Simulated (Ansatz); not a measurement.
# C₃H₆BClO: one species, many methods

Aim: compute C₃H₆BClO with functionals from several rungs and with coupled cluster, and see how far each lands from CCSD(T) at the basis-set limit for the atomisation energy.

The runs use Ansatz 0.2.0, Gaussian basis; functionals in def2-TZVPP, the program's frozen cores in correlated methods.

The runs, in order: PBE-D4, r2SCAN-D4, PBE0-D4, B3LYP-D4, ωB97X-V, ωB97M-V, B2PLYP; CCSD(T)/def2-TZVPP; MP2/def2-QZVPP; extrapolation to the limit.

## (1) The relaxed structure

The geometry comes from an earlier relaxation with PBE0-D4 in a triple-zeta def2 set; it is a stationary point, not always the lowest conformer.

SMILES `C=CB(Cl)CO`, 12 atoms, charge 0, spin multiplicity 1.

Atoms are counted from 1 here; the program's logs count them from 0.

Bond lengths: C1–C2 1.335 Å, C1–H7 1.086 Å, C1–H8 1.086 Å, C2–B3 1.541 Å, C2–H9 1.088 Å, B3–Cl4 1.766 Å, B3–C5 1.568 Å, C5–O6 1.419 Å, C5–H10 1.098 Å, C5–H11 1.102 Å, O6–H12 0.960 Å. Angles: C2–C1–H7 122.3°, C2–C1–H8 121.1°, H7–C1–H8 116.6°, C1–C2–B3 124.0°, C1–C2–H9 118.2°, B3–C2–H9 117.8°, C2–B3–Cl4 120.4°, C2–B3–C5 123.6°, Cl4–B3–C5 116.0°, B3–C5–O6 116.4°, B3–C5–H10 107.5°, B3–C5–H11 110.0°, O6–C5–H10 106.2°, O6–C5–H11 111.6°, H10–C5–H11 104.2°, C5–O6–H12 108.4°.

## (2) PBE-D4 (GGA)

in.yaml

```yaml
crystal:
  periodic: [false, false, false]
  atoms:
    - {symbol: C, position_ang: [-0.302484, -2.212731, 0.437881]}
    - {symbol: C, position_ang: [0.179677, -0.968168, 0.429014]}
    - {symbol: B, position_ang: [-0.255222, 0.118404, -0.573255]}
    - {symbol: Cl, position_ang: [-1.330551, -0.283750, -1.915077]}
    - {symbol: C, position_ang: [0.206804, 1.614535, -0.486950]}
    - {symbol: O, position_ang: [1.016016, 1.962810, 0.625216]}
    - {symbol: H, position_ang: [0.019778, -2.954099, 1.162899]}
    - {symbol: H, position_ang: [-1.044306, -2.531977, -0.288133]}
    - {symbol: H, position_ang: [0.924277, -0.700147, 1.176386]}
    - {symbol: H, position_ang: [0.806820, 1.826433, -1.381799]}
    - {symbol: H, position_ang: [-0.663385, 2.284138, -0.580103]}
    - {symbol: H, position_ang: [0.519675, 1.789553, 1.428019]}
basis:
  gaussian: {orbitals: def2-TZVPP}
hamiltonian: {xc: pbe, dispersion: d4}
output: {forces: true, orbitals: {seedname: orbitals}}
```

Launch:

```
$ ansatz run in.yaml --threads 4 --pin off --events-out ev --progress --plain --max-ram 10444MiB
```

After this run come: r2SCAN-D4 (meta-GGA); PBE0-D4 (hybrid); B3LYP-D4 (hybrid); ωB97X-V (range-separated); ωB97M-V (range-separated); B2PLYP (double hybrid); CCSD(T) in def2-TZVPP; MP2 in def2-QZVPP.

Before running them: what should the planned runs give, taken together? Wanted: atomisation energy, CCSD(T)/CBS; farthest; mean size of error, hybrid; mean size of error, range-separated; gap, smallest and largest; T1 diagnostic; triples share of the correlation energy.

**Answer**, as computed:

```
                               quantity                                 value
        atomisation energy, CCSD(T)/CBS                         4822.6 kJ/mol
 functionals within 24.1 kJ/mol (0.5 %)                     B3LYP-D4, ωB97X-V
                               farthest                PBE-D4 (+147.7 kJ/mol)
             mean size of error, hybrid                           33.2 kJ/mol
    mean size of error, range-separated                           22.3 kJ/mol
              gap, smallest and largest  3.10 eV (PBE-D4), 10.29 eV (ωB97X-V)
                          T1 diagnostic                                0.0115
triples share of the correlation energy                                 4.1 %
```

What this shows: PBE-D4 is off by +147.7 kJ/mol. Double hybrids carry the basis error of their MP2 part in triple zeta, and no dispersion term here, so their miss is partly the set-up's. Misses under about 24.1 kJ/mol are within the doubt on the reference itself, which lacks core-valence correlation, relativity and higher excitations. Hartree-Fock recovers 74 % of the binding; the rest is correlation. The gap grows from 3.1 to 10.3 eV across the functionals, mostly with the share of exact exchange. The restricted reference is unstable towards a spin-broken one.
